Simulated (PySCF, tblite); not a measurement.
# C4H5OP3: geometry, infrared bands and NMR shifts

What infrared bands and NMR shifts should C4H5OP3 (`COc1pcpcp1`) show?

The runs use tblite 0.8.0 and PySCF 2.14.0, with density-fitted response routines of our own; the level of theory stands in each step. All values are computed, except where a source is named. Atoms are numbered from 0 throughout.

## 1. Starting geometry

13 atoms, charge 0, multiplicity 1; geometry from: force field or distance geometry start.

Bonds of the start (Å): C0–O1 1.42, O1–C2 1.40, C2–P3 1.86, P3–C4 1.84, C4–P5 1.84, P5–C6 1.84, C6–P7 1.84, P7–C2 1.85, C0–H8 1.10, C0–H9 1.10, C0–H10 1.10, C4–H11 1.09, C6–H12 1.08.

## 2. Geometry optimisation with GFN2-xTB

The job: settings as JSON, then the geometry in Å.

```
{"job": {"kind": "relax", "xc": "GFN2-xTB", "basis": "xTB"}, "charge": 0, "multiplicity": 1}
C     -2.426200    -0.118300    -0.056100
O     -1.081400    -0.152200    -0.496700
C     -0.260700     0.122400     0.602700
P      0.526400     1.810700     0.685900
C      1.919500     1.378600    -0.428100
P      3.178700     0.165100     0.132500
C      2.033500    -1.270000     0.168300
P      0.663500    -1.268700     1.403100
H     -2.700500     0.877800     0.312900
H     -2.635500    -0.872800     0.717500
H     -3.070900    -0.341700    -0.920600
H      1.849300     1.632200    -1.485800
H      2.000100    -1.962800    -0.653300
```

Started as:

```
> OMP_NUM_THREADS=1 python probes_run.py task.json out
```

This one command runs all jobs of the session in turn.

**Question.** This job is followed by: GFN2-xTB harmonic vibrations, gas phase; GIAO PBE0/pcSseg-1 NMR shielding, non-relativistic, gas phase. What will the session give for the following? strongest single infrared mode (GFN2-xTB); zero-point energy (GFN2-xTB); 13C shifts against TMS (PBE0/pcSseg-1); 1H shifts against TMS (PBE0/pcSseg-1); 17O shifts against H2O (PBE0/pcSseg-1); 31P shifts against H3PO4 (PBE0/pcSseg-1).

The runs gave:

| quantity | value |
| --- | --- |
| strongest single infrared mode (GFN2-xTB) | 1304 cm⁻¹, 272 km/mol |
| zero-point energy (GFN2-xTB) | 51.4 kcal/mol |
| 13C shifts against TMS (PBE0/pcSseg-1) | 203.7, 134.0, 72.7, 60.7 ppm |
| 1H shifts against TMS (PBE0/pcSseg-1) | 9.33, 4.07, 3.69, 3.64, 3.38 ppm |
| 17O shifts against H2O (PBE0/pcSseg-1) | 56.2 ppm |
| 31P shifts against H3PO4 (PBE0/pcSseg-1) | 404.8, 24.9, -43.5 ppm |

In words: Relaxing lowered the energy by 6.034 eV in 91 steps; the close pair that moved most is C2–C6, from 2.719 to 1.480 Å. All 33 modes are real, so the xTB geometry is a minimum. The strongest single mode, at 1304 cm⁻¹, moves mainly C2. Unscaled tight-binding wavenumbers are off by several per cent, some by more. Its intensities can rank the bands wrongly. The structure rearranged or came apart on optimisation; the results belong to the end geometry, not to the formula as drawn. Shifts at one fixed geometry are not the observed spectrum, which averages over the motion. At PBE0/pcSseg-1: The widest tensor belongs to P7: span 1379 ppm, with a paramagnetic part of -673 ppm.
